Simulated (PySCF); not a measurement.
**[PbO]2+: forces at shaken geometries**

How stiff is [PbO]2+? Its atoms are displaced at random by several amounts. The structure is generated, not taken from experiment.

Method: r2SCAN, Pb def2-SVP with ECP60, O def2-SVP; scalar-relativistic core potentials, no spin–orbit coupling; program: PySCF 2.14.0.

11 further runs of the same task are left out: 2 for a known fault of the program, 2 that didn't finish, 7 set aside as unsound or not needed.

**1. The starting structure**

2 atoms, charge 2, spin multiplicity 1.

No contacts short enough for the rule that draws bonds.

Coordinates:

```tsv
atom	x (Å)	y (Å)	z (Å)
Pb1	0.0000	0.0000	-0.6264
O2	0.0000	0.0000	2.0092
```

Formal oxidation states: Pb +4. An earlier session relaxed this geometry at r2SCAN, Pb def2-SVP with ECP60, O def2-SVP (singlet, point group C∞v).

Its energy there is -267.040454 Eh.

**2. Atoms moved at random, σ = 0.03 Å**

The input, run.py (the lines that set the calculation):

```python
mol = gto.M(atom='''
Pb    -0.03157    -0.02358    -0.63700
O      0.03157     0.02358     2.01979''',
    basis={'Pb': 'def2-SVP', 'O': 'def2-SVP'},
    ecp={'Pb': 'def2-SVP'},
    charge=2, spin=0)
mf = dft.RKS(mol, xc='R2SCAN')
mf.grids.atom_grid = (50, 194)
mf = mf.density_fit()  # fitting sets: Pb def2-universal-JKFIT, O def2-universal-JKFIT
mf.conv_tol = 1e-08; mf.max_cycle = 55
mf.kernel(dm0)  # dm0: the density of the relaxed state
```

Launch:

```bash
$ OMP_NUM_THREADS=2 python run.py
```

**3. Atoms moved at random, σ = 0.15 Å**

Changes to run.py (the lines that set the calculation) since step 2:

```diff
@@ -1,4 +1,4 @@
 mol = gto.M(atom='''
-Pb    -0.03157    -0.02358    -0.63700
-O      0.03157     0.02358     2.01979''',
+Pb    -0.01219    -0.02371    -0.76339
+O      0.01219     0.02371     2.14618''',
     basis={'Pb': 'def2-SVP', 'O': 'def2-SVP'},
```

**4. Atoms moved at random, σ = 0.06 Å**

Changes to run.py (the lines that set the calculation) since step 3:

```diff
@@ -1,4 +1,4 @@
 mol = gto.M(atom='''
-Pb    -0.01219    -0.02371    -0.76339
-O      0.01219     0.02371     2.14618''',
+Pb    -0.07863    -0.01440    -0.59887
+O      0.07863     0.01440     1.98165''',
     basis={'Pb': 'def2-SVP', 'O': 'def2-SVP'},
```

**Question.** What will these runs give? Wanted: for each run, σ; energy rise; harmonic estimate −½ F·u; largest force component.

As calculated:

| σ (Å) | energy rise (eV) | harmonic estimate −½ F·u (eV) | largest force component (eV/Å) |
| --- | --- | --- | --- |
| 0.03 | -0.001 | 0.001 | 0.07 |
| 0.15 | 0.082 | 0.071 | 0.51 |
| 0.06 | 0.004 | 0.004 | 0.19 |

A displacement lowers the energy, so the relaxed geometry or state isn't the lowest nearby. For a harmonic well the rise equals −½ F·u; the two differ by at most 14 % here (a move with σ = 0.15 Å), from anharmonicity, the grid and the small forces left at the relaxed point. The bases are small and lack diffuse functions. Spin–orbit coupling is left out. Another spin state tried at this geometry lies lower.
